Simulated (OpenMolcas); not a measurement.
# doublet [CH2Br2]+ at 3 levels

Wanted: a comparison of 3 runs (UHF/def2-SVPD, U-r2SCAN/def2-SVPD, UTPSS/def2-SVPD) of doublet [CH2Br2]+. 

Program for the calculation: OpenMolcas 26.06.

1 further run of the same task is left out (set aside as unsound or not needed).

### 1 The system as given

[CH2Br2]+ has 5 atoms, charge +1, and is taken as a doublet. As SMILES of the parent species, `BrCBr`. The coordinates come from a PBE0-D4/def2-TZVP relaxation. That shape belongs to the parent species and isn't relaxed for this state.

Bond lengths: Br1–C2 1.922 Å, C2–Br3 1.922 Å, C2–H4 1.084 Å, C2–H5 1.084 Å. Angles: Br1–C2–Br3 113.8°, Br1–C2–H4 107.8°, Br1–C2–H5 107.8°, Br3–C2–H4 107.8°, Br3–C2–H5 107.8°, H4–C2–H5 112.1°.

### 2 A single-point energy at UHF/def2-SVPD (run 1)

The input, test.inp:

```
&GATEWAY
 BasLib=$CurrDir
 BasisSet
 Br.def2-SVPD....
 Br1 -0.582370 -0.873340 1.500320 angstrom
 Br3 1.613500 -0.344140 -0.794330 angstrom
 End of Basis
 BasisSet
 C.def2-SVPD....
 C2 -0.105050 0.124070 -0.071970 angstrom
 End of Basis
 BasisSet
 H.def2-SVPD....
 H4 -0.075830 1.173320 0.198040 angstrom
 H5 -0.850250 -0.079900 -0.832070 angstrom
 End of Basis

&SEWARD

&SCF
 UHF
 Charge=1
 Spin=2
 Thresholds=1e-10 1e-07 1e-07 1e-05
 PrOrbitals=1 1
```

The basis set def2-SVPD is read from a file made from the Basis Set Exchange's data (not shown).

The run is started by

```sh
$ export MOLCAS_MEM=1860
$ pymolcas test.inp > test.log
```

The program printed:

```text
--- Start Module: gateway ---
[...]
--- Stop Module: gateway /rc=_RC_ALL_IS_WELL_ ---
--- Start Module: seward ---
[...]
      Basis functions          118
--- Stop Module: seward /rc=_RC_ALL_IS_WELL_ ---
[...]
--- Start Module: scf ---
[...]
       Convergence after  37 Iterations
[...]
::    Total SCF energy                              -5182.8058081473
[...]
      Total spin, S                                     0.5063538118
[...]
      Total electronic charge=   77.000000
      Total            charge=    1.000000
[...]
      Dipole Moment (debye):
      Origin of the operator (angstrom)=    0.4608   -0.5440    0.3155
                   X= -1.2192E+00               Y=  1.4401E+00               Z= -8.3538E-01           Total=  2.0635E+00
      Center of Charge (angstrom)
[...]
--- Stop Module: scf /rc=_RC_ALL_IS_WELL_ ---
[...]
```

It took 33 s on 1 thread of Arm Neoverse V2, shared host; peak memory 0.74 GiB.

### 3 The energy at U-r2SCAN/def2-SVPD (run 2)

The input, test.input:

```
&GATEWAY
BasLib
$CurrDir
Coord
5
angstrom
Br      -0.582370      -0.873340       1.500320
C       -0.105050       0.124070      -0.071970
Br       1.613500      -0.344140      -0.794330
H       -0.075830       1.173320       0.198040
H       -0.850250      -0.079900      -0.832070
Basis
def2-SVPD
Group
NoSym
&SEWARD
GridInput
Grid=UltraFine
End of Grid
&SCF
UHF
Charge
1
Spin
2
KSDFT
2
1.0 MGGA_X_R2SCAN
1.0 MGGA_C_R2SCAN
Thresholds
1e-10 1e-07 1e-07 1e-05
PrOrbitals
0
```

The basis set def2-SVPD is read from a file made from the Basis Set Exchange's data (not shown).

The run is started by

```sh
$ export MOLCAS_MEM=1860
$ pymolcas test.input > test.log
```

The program printed:

```text
--- Start Module: gateway ---
[...]
--- Stop Module: gateway /rc=_RC_ALL_IS_WELL_ ---
--- Start Module: seward ---
[...]
      Basis functions          118
--- Stop Module: seward /rc=_RC_ALL_IS_WELL_ ---
[...]
--- Start Module: scf ---
[...]
       Convergence after  29 Iterations
[...]
::    Total KS-DFT energy                           -5186.5475599515
[...]
      Total spin, S                                     0.5007870480
[...]
      Total electronic charge=   77.000000
      Total            charge=    1.000000
[...]
      Dipole Moment (debye):
      Origin of the operator (angstrom)=    0.4608   -0.5440    0.3155
                   X= -1.1835E+00               Y=  1.3974E+00               Z= -8.1029E-01           Total=  2.0025E+00
      Center of Charge (angstrom)
[...]
--- Stop Module: scf /rc=_RC_ALL_IS_WELL_ ---
[...]
```

Wall time 1.9 min (1 thread of Arm Neoverse V2, shared host); peak memory 0.74 GiB.

### 4 The energy at UTPSS/def2-SVPD (run 3)

The input, test.input:

```
>>> EXPORT MOLCAS_PRINT=2

&GATEWAY
 BASLIB=$CurrDir
 COORD
 5
 bohr
 Br    -1.10051980    -1.65037341     2.83519390
 C     -0.19851573     0.23445832    -0.13600359
 Br     3.04907310    -0.65033035    -1.50106615
 H     -0.14329793     2.21725346     0.37424136
 H     -1.60673964    -0.15098912    -1.57238442
 BASIS=def2-SVPD
 GROUP=NoSym

&SEWARD
 GRIDINPUT
 Grid=UltraFine
 End of Grid

&SCF
 UHF
 CHARGE=1
 SPIN=2
 KSDFT=2
 1.0 MGGA_X_TPSS
 1.0 MGGA_C_TPSS
 THRESHOLDS=1e-10 1e-07 1e-07 1e-05
 PRORBITALS=1
```

The basis set def2-SVPD is read from a file made from the Basis Set Exchange's data (not shown).

The run is started by

```sh
$ export MOLCAS_MEM=1860
$ pymolcas test.input > test.log
```

The program printed:

```text
--- Start Module: gateway ---
[...]
--- Stop Module: gateway /rc=_RC_ALL_IS_WELL_ ---
--- Start Module: seward ---
[...]
      Basis functions          118
--- Stop Module: seward /rc=_RC_ALL_IS_WELL_ ---
[...]
--- Start Module: scf ---
[...]
       Convergence after  25 Iterations
[...]
::    Total KS-DFT energy                           -5186.4289618381
[...]
      Total spin, S                                     0.5006143587
[...]
      Dipole Moment (debye):
      Origin of the operator (angstrom)=    0.4608   -0.5440    0.3155
                   X= -1.1535E+00               Y=  1.3620E+00               Z= -7.8977E-01           Total=  1.9517E+00
      Center of Charge (angstrom)
[...]
--- Stop Module: scf /rc=_RC_ALL_IS_WELL_ ---
[...]
```

Wall time 1.7 min (1 thread of Arm Neoverse V2, shared host); peak memory 0.74 GiB.

### 5 All runs side by side

| run | level | integration grid | energy (Eh) | HOMO energy (eV) | LUMO energy (eV) | ⟨S²⟩ | wall time |
| --- | --- | --- | --- | --- | --- | --- | --- |
| 1 | UHF/def2-SVPD | – | -5182.805808 | -14.99 | -10.15 | 0.763 | 33 s |
| 2 | U-r2SCAN/def2-SVPD | UltraFine | -5186.547560 | -13.51 | -13.33 | 0.752 | 1.9 min |
| 3 | UTPSS/def2-SVPD | UltraFine | -5186.428962 | -13.30 | -13.22 | 0.751 | 1.7 min |

### 6 Results

| quantity | value |
| --- | --- |
| run 3: total energy | -5186.42896 Eh |
| run 3: HOMO energy (highest over α and β) | -13.30 eV |
| run 3: LUMO energy (lowest over α and β) | -13.22 eV |
| run 3: ⟨S²⟩ | 0.751 |

What this shows: Totals of different functionals can't be ranked against each other. All runs together took 4.1 min, the longest 1.9 min.
